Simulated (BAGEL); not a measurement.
# AlSiH5O2 (SMILES O[SiH2][O][AlH2]) at HF/6-31G(d) (density fitting with qzvpp-jkfit, spherical functions)

What is the vertical ionisation energy of AlSiH5O2 at HF/6-31G* (density fitting with qzvpp-jkfit, spherical functions)? 

The results are computed with BAGEL 1.2.2.

2 further runs of the same task are left out: 1 that didn't finish, 1 set aside as unsound or not needed.

## (1) The molecule

AlSiH5O2: 9 atoms, total charge 0, spin state singlet. SMILES: `O[SiH2][O][AlH2]`. The coordinates come from a PBE0-D4/def2-TZVP relaxation. This is one conformer, not always the lowest.

Bond lengths: O1–Si2 1.642 Å, Si2–O3 1.619 Å, O3–Al4 1.683 Å, O1–H5 0.958 Å, Si2–H6 1.480 Å, Si2–H7 1.487 Å, Al4–H8 1.580 Å, Al4–H9 1.579 Å. Some angles: O1–Si2–O3 112.5°, Si2–O3–Al4 173.6°, O1–Si2–H6 104.7°, O1–Si2–H7 110.2°, O3–Si2–H6 110.1°, O3–Si2–H7 107.6°, Si2–O1–H5 117.9°, O3–Al4–H8 117.8°, O3–Al4–H9 118.1°, H6–Si2–H7 111.8°.

## (2) The energy at HF/6-31G(d) (density fitting with qzvpp-jkfit, spherical functions)

job.json

```json
{ "bagel" : [

{
  "title" : "molecule",
  "basis" : "6-31gs.json",
  "df_basis" : "qzvpp-jkfit",
  "angstrom" : "true",
  "geometry" : [
    { "atom" : "O", "xyz" : [   -0.795100,    1.829400,   -0.898200 ] },
    { "atom" : "Si", "xyz" : [    0.173000,    1.196700,    0.266900 ] },
    { "atom" : "O", "xyz" : [    0.250800,   -0.418900,    0.197700 ] },
    { "atom" : "Al", "xyz" : [    0.325700,   -2.080500,   -0.060600 ] },
    { "atom" : "H", "xyz" : [   -1.740800,    1.705800,   -0.810900 ] },
    { "atom" : "H", "xyz" : [    1.506100,    1.782800,    0.005000 ] },
    { "atom" : "H", "xyz" : [   -0.337300,    1.564900,    1.614200 ] },
    { "atom" : "H", "xyz" : [   -0.959500,   -2.795700,   -0.636800 ] },
    { "atom" : "H", "xyz" : [    1.665600,   -2.830600,    0.305400 ] }
  ]
},
{ "title" : "hf" },
{ "title" : "print", "file" : "orbitals.molden", "orbitals" : "true" }

]}
```

The basis set 6-31G* is read from a file made from the Basis Set Exchange's data (not shown).

Command:

```sh
$ BAGEL_NUM_THREADS=1 BAGEL job.json > job.out
```

Output:

```text
* using 1 threads per process

  ===============================================================
  ===============================================================

  *** Geometry ***

  { "atom" : "O", "xyz" : [     -1.502521,      3.457065,     -1.697352 ] },
  { "atom" : "Si", "xyz" : [      0.326923,      2.261435,      0.504368 ] },
  { "atom" : "O", "xyz" : [      0.473943,     -0.791606,      0.373599 ] },
  { "atom" : "Al", "xyz" : [      0.615484,     -3.931575,     -0.114517 ] },
  { "atom" : "H", "xyz" : [     -3.289635,      3.223495,     -1.532379 ] },
  { "atom" : "H", "xyz" : [      2.846117,      3.369004,      0.009449 ] },
  { "atom" : "H", "xyz" : [     -0.637405,      2.957232,      3.050396 ] },
  { "atom" : "H", "xyz" : [     -1.813192,     -5.283107,     -1.203378 ] },
  { "atom" : "H", "xyz" : [      3.147528,     -5.349059,      0.577122 ] },

  Number of auxiliary basis functions:      500

  Since a DF basis is specified, we compute 2- and 3-index integrals:
    o Being stored without compression. Storage requirement is 0.022 GB

  Number of basis functions:       74
  Number of electrons      :       48

    * METHOD: MOLECULE                             0.26

  *** RHF ***

  === Nuclear Repulsion ===
   209.4063869906

      * DIIS with orbital gradients will be used.

  === RHF iteration (6-31gs.json) ===
      0       -683.26633845          0.02759679           0.06
      1       -683.44608548          0.01942536           0.06
      2       -683.58383270          0.00149572           0.06
      3       -683.58516001          0.00064666           0.06
      4       -683.58533023          0.00010183           0.06
      5       -683.58533653          0.00001915           0.06
      6       -683.58533681          0.00000559           0.06
      7       -683.58533684          0.00000144           0.06
      8       -683.58533685          0.00000042           0.06
      9       -683.58533685          0.00000017           0.06
     10       -683.58533685          0.00000005           0.06
     11       -683.58533685          0.00000002           0.06
     12       -683.58533685          0.00000001           0.06
    * SCF iteration converged.

    * Permanent dipole moment:
           (    0.463514,     0.426419,    -0.242515) a.u.

    * METHOD: HF                                   0.95

    * METHOD: PRINT                                0.01

  ===============================================================
```

Run time: 1.4 s. Hardware: 1 thread of Arm Neoverse V1, shared host; peak memory 0.11 GiB.

## (3) The doublet cation, same level

hf.json

```json
{ "bagel": [

{
  "title": "molecule",
  "basis": "6-31gs.json",
  "df_basis": "qzvpp-jkfit",
  "angstrom": true,
  "geometry": [
    { "atom": "O", "xyz": [   -0.795100,    1.829400,   -0.898200 ] },
    { "atom": "Si", "xyz": [    0.173000,    1.196700,    0.266900 ] },
    { "atom": "O", "xyz": [    0.250800,   -0.418900,    0.197700 ] },
    { "atom": "Al", "xyz": [    0.325700,   -2.080500,   -0.060600 ] },
    { "atom": "H", "xyz": [   -1.740800,    1.705800,   -0.810900 ] },
    { "atom": "H", "xyz": [    1.506100,    1.782800,    0.005000 ] },
    { "atom": "H", "xyz": [   -0.337300,    1.564900,    1.614200 ] },
    { "atom": "H", "xyz": [   -0.959500,   -2.795700,   -0.636800 ] },
    { "atom": "H", "xyz": [    1.665600,   -2.830600,    0.305400 ] }
  ]
},
{ "title": "uhf", "charge": 1, "nopen": 1 },
{ "title": "print", "file": "orbitals.molden", "orbitals": true }

]}
```

The basis set 6-31G* is read from a file made from the Basis Set Exchange's data (not shown).

Command:

```sh
$ BAGEL_NUM_THREADS=1 BAGEL hf.json > hf.out
```

Output:

```text
* using 1 threads per process

  ===============================================================
  ===============================================================

  *** Geometry ***

  { "atom" : "O", "xyz" : [     -1.502521,      3.457065,     -1.697352 ] },
  { "atom" : "Si", "xyz" : [      0.326923,      2.261435,      0.504368 ] },
  { "atom" : "O", "xyz" : [      0.473943,     -0.791606,      0.373599 ] },
  { "atom" : "Al", "xyz" : [      0.615484,     -3.931575,     -0.114517 ] },
  { "atom" : "H", "xyz" : [     -3.289635,      3.223495,     -1.532379 ] },
  { "atom" : "H", "xyz" : [      2.846117,      3.369004,      0.009449 ] },
  { "atom" : "H", "xyz" : [     -0.637405,      2.957232,      3.050396 ] },
  { "atom" : "H", "xyz" : [     -1.813192,     -5.283107,     -1.203378 ] },
  { "atom" : "H", "xyz" : [      3.147528,     -5.349059,      0.577122 ] },

  Number of auxiliary basis functions:      500

  Since a DF basis is specified, we compute 2- and 3-index integrals:
    o Being stored without compression. Storage requirement is 0.022 GB

  Number of basis functions:       74
  Number of electrons      :       48

    * METHOD: MOLECULE                             0.26

  *** Open-shell HF ***

  === Nuclear Repulsion ===
   209.4063869906

      * DIIS with orbital gradients will be used.

  === UHF iteration (6-31gs.json) ===
      0       -682.84099265          0.05561646           0.11
      1       -682.98526323          0.04661546           0.11
      2       -683.07411515          0.03504610           0.11
      3       -683.19152193          0.00196803           0.11
      4       -683.19344805          0.00118372           0.11
      5       -683.19422011          0.00050597           0.11
      6       -683.19471272          0.00039863           0.11
      7       -683.19499985          0.00032464           0.11
      8       -683.19525153          0.00023632           0.11
      9       -683.19543840          0.00013226           0.11
     10       -683.19549643          0.00009243           0.11
     11       -683.19549805          0.00005717           0.11
     12       -683.19550324          0.00001970           0.11
     13       -683.19550452          0.00001005           0.11
     14       -683.19550493          0.00000509           0.11
     15       -683.19550503          0.00000227           0.11
     16       -683.19550503          0.00000106           0.11
     17       -683.19550503          0.00000056           0.11
     18       -683.19550504          0.00000041           0.12
     19       -683.19550504          0.00000029           0.12
     20       -683.19550504          0.00000020           0.12
     21       -683.19550504          0.00000013           0.12
     22       -683.19550504          0.00000012           0.12
     23       -683.19550504          0.00000010           0.12
     24       -683.19550504          0.00000010           0.12
     25       -683.19550504          0.00000008           0.12
     26       -683.19550504          0.00000005           0.12
     27       -683.19550504          0.00000004           0.12
     28       -683.19550504          0.00000003           0.11
     29       -683.19550504          0.00000003           0.12
     30       -683.19550504          0.00000002           0.12
     31       -683.19550504          0.00000002           0.12
     32       -683.19550504          0.00000001           0.11
     33       -683.19550504          0.00000001           0.11
     34       -683.19550504          0.00000001           0.12
    * SCF iteration converged.

    * S^2 (UHF) is 0.8330

    * Permanent dipole moment:
           (   -0.041953,     4.512165,    -0.160923) a.u.

    * METHOD: UHF                                  4.17

    * METHOD: PRINT                                0.01

  ===============================================================
```

Wall time 4.8 s (1 thread of Arm Neoverse V1, shared host); peak memory 0.11 GiB.

## (4) Summary of results

Level: HF/6-31G* (density fitting with qzvpp-jkfit, spherical functions).

```
                                          quantity          value
                    singlet AlSiH5O2: total energy  -683.58534 Eh
                   singlet AlSiH5O2: dipole moment         1.72 D
                     singlet AlSiH5O2: HOMO energy      -11.54 eV
                     singlet AlSiH5O2: LUMO energy        1.54 eV
                   singlet AlSiH5O2: HOMO–LUMO gap       13.08 eV
                      doublet cation: total energy  -683.19551 Eh
                              doublet cation: ⟨S²⟩          0.833
vertical ionisation energy (to the doublet cation)      10.608 eV
```

In words: Removing an electron at fixed nuclei costs 10.61 eV (245 kcal/mol). −ε(HOMO) before ionisation, 11.54 eV, is 0.94 eV above this ionisation energy.
